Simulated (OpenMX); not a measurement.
Crystal: GaF.

```
Ga F
1.0
     3.16592    0.00000    0.00000
     0.00000    3.16592    0.00000
     0.00000    0.00000    3.16592
Ga F
1 1
Direct
  0.00000 0.00000 0.00000
  0.50000 0.50000 0.50000
```

The cell was built by a generator and needn't be a form met in nature.

Program: OpenMX 3.8.5. Alike in all runs: task single point; potentials or basis OpenMX 2013 PBE set, Ga7.0-s3p2d2, F6.0-s2p2d1, grid cutoff 500 Ry; no spin polarisation; cell as given; k mesh 7 × 7 × 7; smearing fermi-dirac 0.05 eV.

Q: Order these runs on this cell by their pressure, lowest first.
A. level PBE+D3
B. level PBE
C. level PBE+D3(BJ)

A: B (0.5 GPa), A (5.3 GPa), C (7.5 GPa).

Caveats: the basis of atomic orbitals isn't converged, which shifts pressures, moduli and gaps.

Not every run made on this cell is shown here.
